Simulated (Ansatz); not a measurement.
# Ga4SbN3: the cell at several levels of theory

Cell and atoms of an ordered 8-atom cell of Ga4SbN3 on the zincblende lattice (Cm) are relaxed in turn with PBE and r2SCAN. This is a trial cell built on a prototype, not taken from a measured structure, and it needn't be the compound's ground state.

The runs shown are made with Ansatz 0.2.0. PAW datasets, plane waves, zero pressure. All values are calculated for a non-magnetic cell, which may be hypothetical.

**1. Starting point**

This is the cell as the run starts from it, not yet at rest; its lengths are not the crystal's.

Space group Cm (No. 8), monoclinic; conventional cell a = 10.895 Å, b = 3.285 Å, c = 5.690 Å, β = 100.0°, 12.53 Å³ an atom. N has 4 Ga at 2.01 Å; Sb has 4 Ga at 2.01 Å; Ga has 1 Sb at 2.01 Å and 3 N at 2.01 Å.

The structure in full:

```
CELL_PARAMETERS angstrom
5.44737 -1.64244 0.00000
5.44737 1.64244 0.00000
-0.99043 0.00000 5.60272
ATOMIC_POSITIONS crystal
N 0.00000 0.00000 0.00000
N 0.50000 0.50000 0.50000
N 0.75000 0.75000 0.25000
Sb 0.25000 0.25000 0.75000
Ga 0.43750 0.43750 0.81250
Ga 0.93750 0.93750 0.31250
Ga 0.18750 0.18750 0.06250
Ga 0.68750 0.68750 0.56250
```

**2. PBE: cell and atoms**

File input.yaml:

```yaml
crystal:
  lattice:
    - [5.4473708513, -1.6424441098, 0.0]
    - [5.4473708513, 1.6424441098, 0.0]
    - [-0.9904310639, 0.0, 5.6027241725]
  atoms:
    - { symbol: "N", position: [0.0, 0.0, 0.0] }
    - { symbol: "N", position: [0.5, 0.5, 0.5] }
    - { symbol: "N", position: [0.75, 0.75, 0.25] }
    - { symbol: Sb, position: [0.25, 0.25, 0.75] }
    - { symbol: Ga, position: [0.4375, 0.4375, 0.8125] }
    - { symbol: Ga, position: [0.9375, 0.9375, 0.3125] }
    - { symbol: Ga, position: [0.1875, 0.1875, 0.0625] }
    - { symbol: Ga, position: [0.6875, 0.6875, 0.5625] }
kpoints:
  mp_grid: { grid: [8, 8, 4] }
hamiltonian:
  xc: pbe
scf:
  occupations: { method: fermi_dirac, width: 0.02 }
relax:
  f_tol: 0.005
  cell: {}
```

The run is started by

```
> ansatz run input.yaml --threads 4 --pin off --max-ram 6451MiB --backend cpu --events-out ev --progress --plain --runs-dir out
```

The runs that follow: r2SCAN: cell and atoms.

**Question.** What will these runs give? Wanted: for each run, a; b; c; β; volume; space group; SCF geometries.

**Answer**, as computed:

```
 level   a (Å)  b (Å)  c (Å)   β (°)  volume (Å³/atom)  space group  SCF geometries
r2SCAN  11.540  3.379  6.201  99.553            14.903           Cm               6
```

What this shows: From the start to the first minimum the volume moved by +18.9 %.
